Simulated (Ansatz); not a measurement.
# Ti3Se (P-6m2) in Ansatz: further runs

One crystal, Ti3Se, is run at these levels: PBE, PBE+U; tasks: band structure.

Program: Ansatz 0.2.0. These are calculated values, not measurements. Logs are shortened: lines on timing, memory, paths and dates and some standing lists are left out, and cuts for length are marked.

## Step 1: The crystal as given

Symmetry: P-6m2, No. 187, hexagonal system. The conventional cell has a = 3.197 Å, b = 3.197 Å, c = 7.943 Å, α = 90.00°, β = 90.00°, γ = 120.00°. Se (site symmetry -6m2) is surrounded by 6 Ti at 2.58 Å. Ti (site symmetry -6m2) has 12 Ti at 2.85 to 3.20 Å as nearest neighbours. Ti (site symmetry 3m) is surrounded by 3 Se at 2.58 Å and 3 Ti at 2.85 Å.

The cell comes from a database or a generator and needn't be the stable form of this composition.

## Step 2: Band structure, PBE

Input file input.yaml:

```yaml
crystal:
  lattice:
    - [3.1974455988, 0.0, 0.0]
    - [-1.5987227994, 2.7690691158, 0.0]
    - [0.0, 0.0, 7.942745]
  atoms:
    - { symbol: Se, position: [0.0, 0.0, 0.0] }
    - { symbol: Ti, position: [0.6666666667, 0.3333333333, 0.5] }
    - { symbol: Ti, position: [0.3333333333, 0.6666666667, 0.772902] }
    - { symbol: Ti, position: [0.3333333333, 0.6666666667, 0.227098] }
hamiltonian:
  xc: pbe
  pseudopotentials: { kind: paw }
kpoints:
  mp_grid: { grid: [10, 10, 4] }
  band_path:
    path:
      - [[0.0, 0.0, 0.0], [0.5, 0.0, 0.0], [0.3333333333, 0.3333333333, 0.0], [0.0, 0.0, 0.0], [0.0, 0.0, 0.5], [0.5, 0.0, 0.5], [0.3333333333, 0.3333333333, 0.5], [0.0, 0.0, 0.5]]
      - [[0.5, 0.0, 0.5], [0.5, 0.0, 0.0]]
      - [[0.3333333333, 0.3333333333, 0.0], [0.3333333333, 0.3333333333, 0.5]]
    npoints: 14
scf:
  occupations: { method: fermi_dirac, width: 0.05 }
  n_extra_bands: 10
output:
  forces: true
  stress: true
  eigenvalues: true
  fatbands: true
  write_density: true
  write_potential: true
  elf: true
  volumetric_format: npy
```

Potentials or basis: Ansatz PAW.

On the command line:

```
$ ansatz run input.yaml --threads 2 --pin off --max-ram 5632MiB --backend cpu --events-out ev --progress --plain --runs-dir out
```

The log of the run:

```text
Warning: RAYON_NUM_THREADS=2 ignored (pool sized by the plan → 2); use --threads N
scf.n_extra_bands = 10 over 26 filled bands (N_el = 52.0): the run solves 36 bands
Engine: ansatz 0.2.0, x86_64-unknown-linux-gnu
Pseudopotentials: kind: paw
Pseudopotential: Se, paw, valence charge 16, recommended cutoff 420 eV (normal), Se.paw.azcp
Pseudopotential: Ti, paw, valence charge 12, recommended cutoff 420 eV (normal), Ti.paw.azcp
Functional definition: PBE
  parameter kappa = 0.804
  parameter beta = 0.06672455060314922
  exchange = pbe_x(kappa = kappa, mu = beta*pi^2/3)
  correlation = pbe_c(beta = beta)
Crystal: 4 atoms, lattice volume = 70.325 Å³
Basis set: ecut = 420 eV, 1371 PW (Γ), exchange–correlation on 48×48×108 points (8 copies of the dense FFT grid, shifted against one another)
Bands: 36, of which v1, the nominal top of the filled ones, is band 26 counted from 1 (25 counted from 0)
Symmetry: 12 space group operations
Space group: P-6m2 (ITA 187), of the structure as read, at distance tolerance 4.1e-5 Å
k-points: 42 of 400 (time reversal used)
Non-local potential: Se, projectors of the file, l = 0: 2, l = 1: 2, l = 2: 3, l = 3: 1
Non-local potential: Ti, projectors of the file, l = 0: 3, l = 1: 2, l = 2: 3, l = 3: 1
PAW form: soft (Blöchl's): semilocal exchange-correlation on the pseudo side does not see the compensation charge
PAW one-centre angular grid: Se, 590 points (default); XC on 64 Gauss nodes
PAW one-centre angular grid: Ti, 590 points (default); XC on 64 Gauss nodes
Initial density: superposition of atomic densities (neutral atoms: chi_scale 0, normalization atom), corrected by the library's trained network
Initial wavefunctions: pseudopotential atomic-orbital guess
Functional: x = pbe(κ = 0.804, μ = 0.2195149727645171), c = pbe(β = 0.06672455060314922)
SCF iter   1: F=—  HF=-12969.982695 eV  |F-HF|=—  |Δ(HF+E_count)|=         —  Δρ=9.85e-3  dr2=6.55e-2  ethr=1.77e-3  ⟨swp⟩=5.3  Hψ=5217  notcnv=0
preconditioner: auto → Kerker (q_TF=auto, 2.594 Å⁻¹)  [metal: Δε(μ)=0.045 eV  Ē_g=5.670 eV  σ=0.050 eV  W_gap=0.22  n_scr=24 (ndim 8)  ℏωp=18.8 eV  f_vac=0.000  D(μ)=2.70/eV (n_scr^D=24)]
SCF iter   2: F=—  HF=-12969.972458 eV  |F-HF|=—  |Δ(HF+E_count)|=   1.02e-2  Δρ=4.89e-3  dr2=1.74e-2  ethr=1.26e-4  ⟨swp⟩=2.0  Hψ=2172  notcnv=0  defer=52
SCF iter   3: F=—  HF=-12969.970187 eV  |F-HF|=—  |Δ(HF+E_count)|=   2.27e-3  Δρ=1.10e-3  dr2=1.09e-3  ethr=3.34e-5  ⟨swp⟩=2.0  Hψ=1844  notcnv=0  defer=52
SCF iter   4: F=—  HF=-12969.970079 eV  |F-HF|=—  |Δ(HF+E_count)|=   1.08e-4  Δρ=3.50e-4  dr2=8.42e-5  ethr=2.09e-6  ⟨swp⟩=2.1  Hψ=2396  notcnv=0  defer=52
SCF iter   5: F=—  HF=-12969.970037 eV  |F-HF|=—  |Δ(HF+E_count)|=   4.18e-5  Δρ=1.40e-4  dr2=1.28e-5  ethr=1.62e-7  ⟨swp⟩=2.0  Hψ=2375  notcnv=0  defer=52
SCF iter   6: F=—  HF=-12969.970036 eV  |F-HF|=—  |Δ(HF+E_count)|=   8.01e-7  Δρ=3.07e-5  dr2=6.58e-7  ethr=2.47e-8  ⟨swp⟩=2.0  Hψ=1677  notcnv=0  defer=52
SCF iter   7: F=-12969.970036 eV  HF=-12969.970036 eV  |F-HF|=6.81e-9  |Δ(HF+E_count)|=   6.21e-8  Δρ=6.93e-6  dr2=3.31e-8  ethr=1.92e-10  ⟨swp⟩=10.4  Hψ=10372  notcnv=0
SCF 1 converged in 7 iterations: F = -12969.970036 eV  dr2 = 3.31e-8
  Residual-converged pass: ⟨swp⟩=1.0  Hψ=1681  notcnv=0  max |occ|·‖R‖ = 7.0e-9 eV (tolerance 1.0e-8 eV)  dr2=3.31e-8  dr2_onsite=3.73e-9  max |Δocc| = 3.5e-11
NSCF: frozen V_eff on 129 k-points
SCF converged after 7 iterations
Free energy (F): -12969.970036 eV
Harris-Foulkes:  -12969.970036 eV  (|F-HF|=6.81e-9)
Internal energy: -12969.946349 eV  (E = F + TS)
E sigma→0 (E₀):  -12969.958193 eV
Entropy (-TS):   -0.023687 eV (-5.922 meV/atom)
Fermi energy:    13.408071 eV
--- Per-component energies (eV) ---
  E_band       = -795.409779
  E_kinetic    = 936.531551
  E_local      = -4864.717440  (includes V_loc(G=0)·N_el)
  E_nonlocal   = -571.813696
  E_hartree    = 2231.494497
  E_xc         = -398.002612
  E_vxc        = -465.995692  (∫ρ·V_xc dr)
  E_paw        = -5053.493473  (= ΣΔE_a)
  E_vpaw       = -292.402576  (= ΣTr[D̂ρ^β])
  E_aug_tail   = -0.000248  (compensation charges beyond the density's cutoff)
  E_ewald      = -5249.944928
  E_smearing   = -0.023687  (= −TS)
  E_closure    = -0.000000  (closes the sum)
  Σ components = -12969.970036   (vs F -12969.970036, Δ=0.00e0)
--- Forces (eV/Å), atoms counted from 1 ---
  atom   1  Se     0.00000000    -0.00000000     0.00000000
  atom   2  Ti     0.00000000     0.00000000     0.00000000
  atom   3  Ti     0.00000000     0.00000000    -0.02106455
  atom   4  Ti     0.00000000     0.00000000     0.02106455
  max |Σ_I F_I| component: 2.78e-17 eV/Å
--- Stress (GPa, compression-positive) ---
        0.078179       0.000000       0.000000
        0.000000       0.078179       0.000000
        0.000000       0.000000       0.257668
  P = ⅓ Tr σ = 0.1380 GPa (1.380 kbar)
--- Band table (eV; the first three rows and the last of 42) ---
  k-point 0: bands = ["-43.6092", "-43.5904", "-43.4258", "-35.0548", "-35.0548", "-35.0517", "-35.0460", "-35.0460", "-20.0934", "-20.0013", "-19.7216", "-19.7216", "-19.6993", "-19.6993", "-19.5648", "-19.5536", "-19.5536", "-2.1068", "6.8847", "8.6588", "11.1934", "12.0674", "12.0674", "13.2349", "13.5625", "13.5625", "13.7121", "13.7121", "14.3272", "14.4691", "14.8135", "14.8135", "15.0802", "15.0802", "16.0261", "16.0261"]
  k-point 1: bands = ["-43.6084", "-43.5913", "-43.4257", "-35.0548", "-35.0548", "-35.0517", "-35.0460", "-35.0460", "-20.1106", "-19.9789", "-19.7206", "-19.7206", "-19.7005", "-19.7005", "-19.5701", "-19.5534", "-19.5534", "-2.1049", "6.7236", "9.0697", "11.0243", "12.0277", "12.0277", "12.9737", "13.7416", "13.7416", "13.7577", "13.7577", "14.1074", "14.6103", "14.6103", "14.7176", "15.1172", "15.1172", "15.7027", "15.7027"]
  k-point 2: bands = ["-43.6075", "-43.5923", "-43.4256", "-35.0548", "-35.0548", "-35.0517", "-35.0460", "-35.0460", "-20.1235", "-19.9606", "-19.7193", "-19.7193", "-19.7019", "-19.7019", "-19.5756", "-19.5532", "-19.5532", "-2.1030", "6.5957", "9.5831", "10.6996", "11.9919", "11.9919", "12.7670", "13.8038", "13.8038", "13.9734", "14.0092", "14.0092", "14.4173", "14.4173", "14.8613", "14.9510", "14.9510", "15.6145", "15.6145"]
  k-point 41: bands = ["-43.5633", "-43.5623", "-43.4152", "-35.0567", "-35.0560", "-35.0484", "-35.0432", "-35.0415", "-20.0136", "-19.9659", "-19.9393", "-19.9052", "-19.8483", "-19.8385", "-19.6551", "-19.6182", "-19.5707", "-0.0308", "7.2389", "8.1047", "8.7478", "11.9215", "12.0344", "12.2388", "12.4022", "13.2202", "13.3224", "13.4292", "14.6714", "15.0868", "15.6444", "15.8495", "15.9622", "16.1821", "16.4794", "16.7746"]
```

It took 11 s on 2 threads of Intel Xeon Platinum 8375C at 2.90GHz (Ice Lake), shared host; peak memory 0.52 GiB.

What came out:

```
Free energy            : -12969.9700 eV
Pressure               : 0.1 GPa
Largest force          : 0.021 eV/Å
Band gap on the k mesh : none (metal or under the smearing width)
```

Forces on the atoms (eV/Å):
```
Se   0.000  0.000  0.000
Ti   0.000  0.000  0.000
Ti   0.000  0.000 -0.021
Ti   0.000  0.000  0.021
```

Levels at the corners of the path, in eV from the Fermi level:
```
point  band 24  band 25  band 26  band 27  band 28  band 29
    Γ    -0.17     0.15     0.15     0.30     0.30     0.92
    M    -1.57    -0.67    -0.46     0.20     0.81     0.83
    K    -1.32    -0.78    -0.30    -0.28     0.10     1.60
    Γ    -0.17     0.15     0.15     0.30     0.30     0.92
    A    -0.64     0.40     0.40     0.57     0.60     0.60
    L    -1.51    -0.91    -0.87     0.59     0.85     1.00
    H    -1.21    -1.05    -0.15    -0.15    -0.01     1.32
    A    -0.64     0.40     0.40     0.57     0.60     0.60
    L    -1.51    -0.91    -0.87     0.59     0.85     1.00
    M    -1.57    -0.67    -0.46     0.20     0.81     0.83
    K    -1.32    -0.78    -0.30    -0.28     0.10     1.60
    H    -1.21    -1.05    -0.15    -0.15    -0.01     1.32
```

## Step 3: Band structure, PBE+U

Changes to input.yaml since step 2:

```diff
@@ -13,2 +13,3 @@
   pseudopotentials: { kind: paw }
+  hubbard: { sites: [{ species: Ti, l: d, u_eff: 1.0 }] }
 kpoints:
@@ -28,6 +29,2 @@
   eigenvalues: true
-  fatbands: true
-  write_density: true
-  write_potential: true
-  elf: true
-  volumetric_format: npy
+  fatbands: false
```

Potentials or basis: Ansatz PAW.

On the command line:

```
$ ansatz run input.yaml --threads 2 --pin off --max-ram 5632MiB --backend cpu --events-out ev --progress --plain --runs-dir out
```

Wall time 12 s (2 threads of Intel Xeon Platinum 8375C at 2.90GHz (Ice Lake), shared host); peak memory 0.6 GiB.

It converged, with:

- Free energy: -12966.8500 eV
- Pressure: 1.2 GPa
- Largest force: 0.033 eV/Å
- Band gap on the k mesh: none (metal or under the smearing width)

Forces in eV/Å, atoms in the order of the input:
```
Se   0.000  0.000  0.000
Ti   0.000  0.000  0.000
Ti   0.000  0.000 -0.033
Ti   0.000  0.000  0.033
```

Stress tensor (GPa, compression positive):
```
1.01 0.00 0.00
0.00 1.01 0.00
0.00 0.00 1.72
```

Levels at the corners of the path, in eV from the Fermi level:
```tsv
point	band 22	band 23	band 24	band 25	band 26	band 27	band 28	band 29	band 30	band 31
Γ	-1.39	-1.39	-0.29	0.13	0.13	0.32	0.32	0.83	1.02	1.42
M	-2.11	-1.77	-1.61	-0.75	-0.51	0.22	0.77	0.80	2.26	2.44
K	-1.36	-1.30	-1.29	-0.81	-0.31	-0.31	0.12	1.58	1.84	2.17
Γ	-1.39	-1.39	-0.29	0.13	0.13	0.32	0.32	0.83	1.02	1.42
A	-1.46	-1.46	-0.69	0.40	0.40	0.47	0.58	0.58	1.02	1.02
L	-2.08	-1.56	-1.55	-0.96	-0.89	0.57	0.85	1.02	1.18	2.47
H	-1.34	-1.34	-1.18	-1.07	-0.18	-0.12	-0.02	1.28	1.74	2.20
A	-1.46	-1.46	-0.69	0.40	0.40	0.47	0.58	0.58	1.02	1.02
L	-2.08	-1.56	-1.55	-0.96	-0.89	0.57	0.85	1.02	1.18	2.47
M	-2.11	-1.77	-1.61	-0.75	-0.51	0.22	0.77	0.80	2.26	2.44
K	-1.36	-1.30	-1.29	-0.81	-0.31	-0.31	0.12	1.58	1.84	2.17
H	-1.34	-1.34	-1.18	-1.07	-0.18	-0.12	-0.02	1.28	1.74	2.20
```

Eigenvalues of the final occupation matrices:
```csv
site,spin,trace,eigenvalues
site 1,1,1.45,0.28 0.28 0.28 0.28 0.32
site 2,1,1.50,0.26 0.26 0.33 0.33 0.33
site 3,1,1.50,0.26 0.26 0.33 0.33 0.33
```

Caveat: U without spin polarisation on a metal has little footing.
